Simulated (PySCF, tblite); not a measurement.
**C₂H₇NPSi radical: geometry, infrared bands and EPR parameters**

Aim: predict the infrared bands and EPR parameters of C₂H₇NPSi radical (`C/N=C\[SiH]P`).

Computed with tblite 0.8.0 and PySCF 2.14.0, with density-fitted response routines of our own, on a single molecule in the gas phase. Atoms count from 0, in the outputs and in this text.

**1. Starting geometry**

12 atoms, charge 0, multiplicity 2; geometry from: force field or distance geometry start.

Bonds of the start (Å): C0–N1 1.42, N1–C2 1.30, C2–Si3 1.85, Si3–P4 2.23, C0–H5 1.12, C0–H6 1.12, C0–H7 1.12, C2–H8 1.08, Si3–H9 1.47, P4–H10 1.45, P4–H11 1.45.

**2. Optimising the geometry with GFN2-xTB**

The job: settings as JSON, then the geometry in Å.

```
{"job": {"kind": "relax", "xc": "GFN2-xTB", "basis": "xTB"}, "charge": 0, "multiplicity": 2}
C     -2.018600    -0.066700     0.430500
N     -1.225800    -1.232500     0.594300
C     -0.012700    -1.355900     0.157400
Si     0.744900     0.046400    -0.778100
P      2.487700     0.900500     0.327000
H     -1.589800     0.760900     1.048600
H     -2.111400     0.259200    -0.632000
H     -3.038700    -0.261500     0.839900
H      0.534900    -2.275100     0.324000
H     -0.182600     1.157500    -1.005700
H      2.831000     2.113700    -0.388800
H      3.582300    -0.047200     0.351100
```

Command:

```console
$ OMP_NUM_THREADS=1 python probes_run.py task.json out
```

The driver reads the jobs from task.json and runs them one after another.

**Question.** This job is followed by: GFN2-xTB harmonic vibrations, gas phase; UKS B3LYP, pcH-1 on C H N P Si, non-relativistic, mean-field spin-orbit, GIAO. What will the session give for the following? strongest single infrared mode (GFN2-xTB); zero-point energy (GFN2-xTB); g(iso) (B3LYP); ⟨S²⟩; largest a(iso) (averaged by class); surface potential, 1st and 99th percentile.

**Answer**, as computed:

| quantity | value |
| --- | --- |
| strongest single infrared mode (GFN2-xTB) | 1654 cm⁻¹, 312 km/mol |
| zero-point energy (GFN2-xTB) | 51.5 kcal/mol |
| g(iso) (B3LYP) | 2.00393 |
| ⟨S²⟩ | 0.758 (exact 0.75) |
| largest a(iso) (averaged by class) | 29Si on Si3, -334.8 MHz |
| surface potential, 1st and 99th percentile | -1.54 V and 1.06 V |

In words: Over 130 steps the energy fell by 0.856 eV; of the close pairs, P4–H10 changed most, 1.450 to 1.383 Å. No mode is imaginary among the 30: a minimum at this level. The strongest single mode, at 1654 cm⁻¹, moves mainly N1 and C2. Unscaled tight-binding wavenumbers are off by several per cent, some by more. Its intensities can rank the bands wrongly. Si3 carries the largest spin population, 0.81 e. The isotropic g lies 1.6 ppt above the free-electron value.
